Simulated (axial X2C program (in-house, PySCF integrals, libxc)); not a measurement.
**SnN: bond curves with and without spin–orbit coupling**

Aim: find the lowest determinant of SnN, scan the bond at several levels and fit the constants, once spin-free and once with spin–orbit coupling.

Computed with an in-house X2C program for linear molecules on PySCF integrals. Level: all-electron X2C, Sn dyall-cv3z, N dyall-av3z.

All values are calculated.

## Step 1: Input

Contents of task.json:

```json
{"zs": [50, 7], "q": 0, "bas": ["dyall-cv3z", "dyall-av3z"], "levels": ["PBE0", "HF", "PW91"], "cc": true, "r0": 1.9, "thr": -1.0, "nmax": 90, "npts": 10, "nst": 2, "ntry": 6}
```

Keys: zs atomic numbers; q charge; bas basis sets; levels methods (HF also brings MP2); cc coupled cluster on or off; r0 starting distance in Å; thr threshold in hartree for freezing inner shells (an s shell follows its p shell); nmax most natural virtual spinors; npts points asked for on the curve; nst determinants followed; ntry starts of the search.

Run with:

```console
python so2c.py task.json out
```

Spin-free means the one-electron spin-free X2C Hamiltonian; two-component (2c) means X2C with spin–orbit coupling and atomic mean-field two-electron Coulomb and Gaunt terms. Basis: Sn dyall-cv3z contracted to [11s12p9d4f1g], N dyall-av3z contracted to [7s7p3d2f]; Gaussian nuclei, density fitting. Masses: Sn 119.902 u, N 14.003 u.

Notation: σ, π±, δ± give the projection m of an orbital's angular momentum (0, ±1, ±2), α and β its spin, Λ and M_S the sums; ω is the projection of a spinor's total angular momentum and Ω the sum. Logs are in hartree.

The results follow Hamiltonian by Hamiltonian and level by level.

## Step 2: Which state to follow

PBE0 moves the distance from 1.900 Å to 1.967 Å and compares determinants there.

Spin-free determinants:

```csv
ΔE (eV),state,open shells
0.00,"M_S = 1/2, Λ = 1","beyond closed shells: π+α, π+β, π-α"
0.16,"M_S = 1/2, Λ = 0",beyond closed shells: σα
1.51,"M_S = 3/2, Λ = 1","beyond closed shells: 2 × π+α, π-α"
1.94,"M_S = 3/2, Λ = 0","beyond closed shells: σα, π+α, π+β, 2 × π-α"
1.94,"M_S = 3/2, Λ = 2","beyond closed shells: σα, 2 × π+α, π+β, π-α"
2.43,"M_S = 1/2, Λ = 2","beyond closed shells: σα, π+α, 2 × π+β, π-α"
2.53,"M_S = 1/2, Λ = 2","beyond closed shells: σβ, 2 × π+α, π+β, π-α"
```

Two-component determinants:

```json
{"ΔE (eV)": "0.00", "state": "Ω = 3/2", "open shells": "excess of +ω over −ω: ω = 3/2"}
{"ΔE (eV)": "0.15", "state": "Ω = 1/2", "open shells": "excess of +ω over −ω: ω = 1/2"}
{"ΔE (eV)": "1.47", "state": "Ω = 1/2", "open shells": "excess of +ω over −ω: 2 × ω = -1/2, ω = 3/2"}
{"ΔE (eV)": "1.74", "state": "Ω = 5/2", "open shells": "excess of +ω over −ω: ω = -1/2, 2 × ω = 3/2"}
{"ΔE (eV)": "2.13", "state": "Ω = 7/2", "open shells": "excess of +ω over −ω: ω = 1/2, 2 × ω = 3/2"}
{"ΔE (eV)": "2.21", "state": "Ω = 3/2", "open shells": "excess of +ω over −ω: ω = 3/2"}
{"ΔE (eV)": "2.37", "state": "Ω = 5/2", "open shells": "excess of +ω over −ω: 2 × ω = 1/2, ω = 3/2"}
```

## Step 3: PBE0, spin-free

State followed: M_S = 1/2, Λ = 1 (beyond closed shells: π+α, π+β, π-α). The scan is laid around 1.967 Å, a first estimate of the minimum, and this SCF restarts from the orbitals of the search.

The SCF at the reference distance of 1.967 Å:

```text
spin-free X2C-1e  PBE0
basis functions 186  fitting functions 940  grid points 5076
iter        total energy     max residual
   1      -6230.885211611     3.59e-05
   2      -6230.885211622     1.41e-05
   3      -6230.885211625     7.61e-06
converged
one-electron -8753.59362459  Coulomb 2601.67624466  exact exchange -42.61538657  xc functional -130.51209120  nuclear repulsion 94.15964607
```

Along the bond, energies from the lowest point:

```tsv
R (Å)	E (eV)	μ (D)	HOMO (eV)	LUMO (eV)	iterations
1.711	1.0255	-2.84	-6.64	-4.68	29
1.790	0.4017	-3.11	-6.68	-4.47	25
1.849	0.1470	-3.28	-6.57	-4.34	23
1.908	0.0252	-3.40	-6.34	-4.23	22
1.967	0.0000	-3.47	-6.14	-4.15	3
2.036	0.0535	-3.48	-5.94	-4.07	23
2.105	0.1631	-3.43	-5.79	-4.00	20
2.193	0.3495	-3.36	-5.66	-3.94	22
2.301	0.6102	-3.32	-5.56	-3.88	23
2.459	1.0013	-3.32	-5.51	-3.82	25
```

Dipoles are positive if N is the positive end.

Outer orbitals at the reference distance:

```tsv
symmetry	occupied	ε (eV)	atomic character
δ+β	yes	-29.03	100% Sn d
δ-β	yes	-29.00	100% Sn d
δ-α	yes	-28.98	100% Sn d
δ+α	yes	-28.98	100% Sn d
σα	yes	-28.95	97% Sn d
σβ	yes	-28.92	98% Sn d
π+β	yes	-28.77	99% Sn d
π-α	yes	-28.76	99% Sn d
π+α	yes	-28.76	99% Sn d
π-β	yes	-28.75	99% Sn d
σα	yes	-20.83	72% N s, 8% Sn p, 8% Sn d
σβ	yes	-18.70	68% N s, 11% Sn s, 8% Sn p
σα	yes	-11.58	53% Sn s, 30% N p, 8% N s
σβ	yes	-11.44	52% Sn s, 24% N p, 11% N s
π-α	yes	-8.13	82% N p, 12% Sn p, 3% Sn d
π+α	yes	-8.13	82% N p, 12% Sn p, 3% Sn d
σα	yes	-7.16	54% N p, 28% Sn p, 12% Sn s
σβ	yes	-6.68	57% N p, 28% Sn p, 8% Sn s
π+β	yes	-6.14	51% N p, 44% Sn p, 3% N d
π-β	no	-4.15	56% Sn p, 40% N p, 4% N d
π+α	no	-2.39	72% Sn p, 13% N p, 6% N d
π-α	no	-2.39	72% Sn p, 13% N p, 6% N d
π+β	no	-1.85	41% Sn p, 39% N p, 12% Sn d
```

PBE0 fields in the half plane through the axis: z from -2.4 to 4.2 Å across, distance from the axis 0.15 to 2.25 Å upwards; Sn lies at z = 0 and N at z = 1.967 Å; the ELF is damped to zero where the density is low.

log10 density (e/bohr³). Ten even steps from ' ' (-4.86 ) to '@' (1.82 ):
```
......::::::::::::::::::::::::::::......      
....::::::------------------::::::::::....    
..::::--------======----------------::::....  
::::------========================----::::....
::------====++++++++++======++======----::::..
::----====++++******++++++++++++++++==----::..
::--====++++**######**++++********++====--::..
::--====++++##%%@@%%##******####**++++==--::::
```

ELF. Ten even steps from '0' (0.00 ) to '9' (0.94 ):
```
00012232211100000000000
00135554332111100000000
02577765433222211110000
15788764333333344331000
37898643222345667654200
58998523432267889876310
69997347873278789997520
79996364846288129998530
```

Re = 1.956 Å, ωe = 666 cm⁻¹, ωexe = 6.93 cm⁻¹, Be = 0.3513 cm⁻¹, De = 2.57 eV, μ = -3.46 D. ⟨S²⟩ = 0.92 against 0.75 for a pure state, so this determinant mixes spins.

## Step 4: HF, spin-free

Output at 1.967 Å:

```text
spin-free X2C-1e  HF
basis functions 186  fitting functions 940  grid points 5076
iter        total energy     max residual
   1      -6228.219280132     3.31e-01
   2      -6228.250027084     1.81e-02
   3      -6228.256949222     4.30e-02
   4      -6228.263745178     7.49e-02
   5      -6228.267592108     3.13e-02
   6      -6228.269918063     8.65e-03
   7      -6228.270050107     4.10e-03
   8      -6228.270084595     4.24e-04
   9      -6228.270089792     6.51e-04
  10      -6228.270091125     1.72e-04
  11      -6228.270091414     6.60e-05
  12      -6228.270091493     6.22e-05
  13      -6228.270091528     1.54e-05
  14      -6228.270091536     8.15e-06
  15      -6228.270091538     4.49e-06
  16      -6228.270091538     8.26e-07
converged
one-electron -8752.75088760  Coulomb 2600.96505183  exact exchange -170.64390184  xc functional 0.00000000  nuclear repulsion 94.15964607
```

Re = 2.078 Å, ωe = 516 cm⁻¹, ωexe = 7.63 cm⁻¹, Be = 0.3115 cm⁻¹, De = 0.186 eV, μ = -2.42 D. ⟨S²⟩ = 1.61 against 0.75 for a pure state, so this determinant mixes spins.

## Step 5: PW91, spin-free

Output at 1.967 Å:

```text
spin-free X2C-1e  PW91
basis functions 186  fitting functions 940  grid points 5076
iter        total energy     max residual
   1      -6231.770291175     1.38e-01
   2      -6231.774964843     1.59e-02
   3      -6231.775439862     2.79e-02
   4      -6231.776037318     4.20e-03
   5      -6231.776098201     1.52e-03
   6      -6231.776112051     4.93e-04
   7      -6231.776112323     1.34e-04
   8      -6231.776112567     5.40e-05
   9      -6231.776112580     2.96e-05
  10      -6231.776112583     3.06e-06
converged
one-electron -8753.78716730  Coulomb 2601.85120052  exact exchange 0.00000000  xc functional -173.99979187  nuclear repulsion 94.15964607
```

Re = 1.975 Å, ωe = 674 cm⁻¹, ωexe = 4.44 cm⁻¹, Be = 0.3445 cm⁻¹, De = 3.23 eV, μ = -3.37 D. ⟨S²⟩ = 0.83 against 0.75 for a pure state, so this determinant mixes spins.

## Step 6: Correlated methods, spin-free

Correlated methods: 9 electrons correlated (frozen shells, counted by type: Sn 4 s, 3 p, 2 d; N 1 s), 259 virtual spinors in MP2, 90 natural virtuals in coupled cluster.

Output of the correlated part at 1.967 Å:

```text
correlated 9  virtual 259  natural virtual 90  E(MP2) -0.204609906  MP2 remainder -0.007111953
iter   CCSD correlation   residual
   1     -0.214829261   1.36e-01
   2     -0.224598724   7.75e-02
   3     -0.229543119   5.60e-02
   4     -0.234874606   4.26e-02
   5     -0.238066876   2.26e-02
   6     -0.238750552   9.09e-03
   7     -0.239016223   4.64e-03
   8     -0.239060731   2.47e-03
   9     -0.239021052   1.20e-03
  10     -0.239042556   5.29e-04
  11     -0.239030126   3.04e-04
  12     -0.239037338   1.47e-04
  13     -0.239036668   7.25e-05
  14     -0.239038422   3.57e-05
  15     -0.239038812   1.33e-05
  16     -0.239038971   5.97e-06
  17     -0.239039127   2.73e-06
  18     -0.239039185   1.17e-06
  19     -0.239039198   4.20e-07
(T) -0.012786456  T1 0.1317  D1 0.3492  max T2 0.117
```

T1 in the output is the amplitude norm over the root of the electron number; divide by √2 for the Lee–Taylor value.

MP2: No constants are quoted: the reference is strongly spin-contaminated.

CCSD: Re = 1.968 Å, ωe = 660 cm⁻¹, ωexe = 7.67 cm⁻¹, Be = 0.347 cm⁻¹, De = 2.10 eV. T1 at Re = 0.093 (Lee–Taylor, the printed value over √2).

CCSD(T): Re = 1.963 Å, ωe = 694 cm⁻¹, ωexe = 7.66 cm⁻¹, Be = 0.3488 cm⁻¹, De = 2.34 eV. T1 at Re = 0.093 (Lee–Taylor, the printed value over √2).

## Step 7: A higher determinant, spin-free

State: M_S = 1/2, Λ = 0 (beyond closed shells: σα).

Output at the reference distance:

```text
spin-free X2C-1e  PBE0
basis functions 186  fitting functions 940  grid points 5076
iter        total energy     max residual
   1      -6230.879188691     2.19e-05
   2      -6230.879188696     1.33e-05
converged
one-electron -8753.25122249  Coulomb 2601.31328759  exact exchange -42.60526417  xc functional -130.49563570  nuclear repulsion 94.15964607
```

```tsv
R (Å)	E above the lowest PBE0 point (eV)
1.711	0.441
1.790	0.102
1.849	0.028
1.908	0.060
1.967	0.164
2.036	0.339
2.105	0.543
2.193	0.818
2.301	1.141
```

Re = 1.857 Å, ωe = 792 cm⁻¹, ωexe = 7.99 cm⁻¹, Be = 0.3897 cm⁻¹, μ = -3.81 D. ⟨S²⟩ = 0.85 against 0.75 for a pure state, so this determinant mixes spins. Te = 0.03 eV.

## Step 8: The spin-free curves together

Energy (eV) of the followed determinant, spin-free, from each level's lowest point:

```tsv
R (Å)	PBE0	HF	MP2 (spin-contaminated)	CCSD	CCSD(T)	PW91
1.711	1.025	1.620	0.999	n/a	n/a	1.171
1.790	0.402	0.859	0.476	0.469	0.471	0.500
1.849	0.147	0.485	0.236	0.186	0.183	0.209
1.908	0.025	0.238	0.089	0.042	0.038	0.053
1.967	0.000	0.088	0.015	0.000	0.000	0.000
2.036	0.053	0.008	0.000	0.039	0.050	0.034
2.105	0.163	0.000	0.045	0.138	0.164	0.139
2.193	0.350	0.060	0.173	0.312	0.357	0.340
2.301	0.610	0.181	0.437	n/a	n/a	0.634
2.459	1.001	0.316	0.922	n/a	n/a	1.076
```

(Part 1 of 2 ends here.)
